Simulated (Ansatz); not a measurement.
Set up this calculation in Ansatz 0.2.0, as the native input.

```yaml
Task: relaxation of cell and atoms
Functional: PBE
Potentials_or_basis: Ansatz PAW
Cutoff: "420 eV (not typed: the program's choice for these potentials)"
k_mesh: 8 × 8 × 3
Occupations: fermi-dirac, width 0.05 eV
Spin: no spin polarisation
Target_pressure: 5 GPa
Target_pressure_GPa: 5
```

CaBr:

```
CELL_PARAMETERS angstrom
4.08415 0.00000 0.00000
-2.04207 3.53698 0.00000
0.00000 0.00000 9.67213
ATOMIC_POSITIONS crystal
Br 0.66667 0.33333 0.53449
Br 0.33333 0.66667 0.03449
Ca 0.66667 0.33333 0.84051
Ca 0.33333 0.66667 0.34051
```

The cell comes from a database or a generator and needn't be the stable form of this composition.

The input as run:

input.yaml

```yaml
crystal:
  lattice:
    - [4.0841480343, 0.0, 0.0]
    - [-2.0420740171, 3.5369759505, 0.0]
    - [0.0, 0.0, 9.672126]
  atoms:
    - { symbol: Br, position: [0.6666666667, 0.3333333333, 0.534488] }
    - { symbol: Br, position: [0.3333333333, 0.6666666667, 0.034488] }
    - { symbol: Ca, position: [0.6666666667, 0.3333333333, 0.840512] }
    - { symbol: Ca, position: [0.3333333333, 0.6666666667, 0.340512] }
hamiltonian:
  xc: pbe
  pseudopotentials: { kind: paw }
kpoints:
  mp_grid: { grid: [8, 8, 3] }
scf:
  occupations: { method: fermi_dirac, width: 0.05 }
output:
  forces: true
  stress: true
  eigenvalues: true
relax:
  f_tol: 0.01
  max_steps: 40
  cell: { stress_tol: 0.05, p_target: 5.0 }
```

Potentials or basis: Ansatz PAW.

Launch:

```console
$ ansatz run input.yaml --threads 2 --pin off --max-ram 5632MiB --backend cpu --events-out ev --progress --plain --runs-dir out
```

It gave:

* Relaxed volume: 29.26 Å³/atom
* Relaxed cell: a = 3.763 Å, b = 3.763 Å, c = 9.543 Å, α = 90.00°, β = 90.00°, γ = 120.00°
* Space group after relaxing (to 0.05 Å): P6_3mc (No. 186)
* Energy change on relaxing (the enthalpy is what falls): +78.2 meV/atom
* Ionic steps: 6
* Pressure after relaxing: 5.0 GPa
* Band gap on the k mesh: none (metal or under the smearing width)

Caveat: the volume moved by over 15 % at a fixed basis, so the end points are rough; the plane-wave basis is chosen anew once the cell has moved, so the energies of steps on either side of that aren't comparable.

Run time: 33 s on 2 threads of Arm Neoverse N1, on a shared host, peak memory 0.37 GiB.
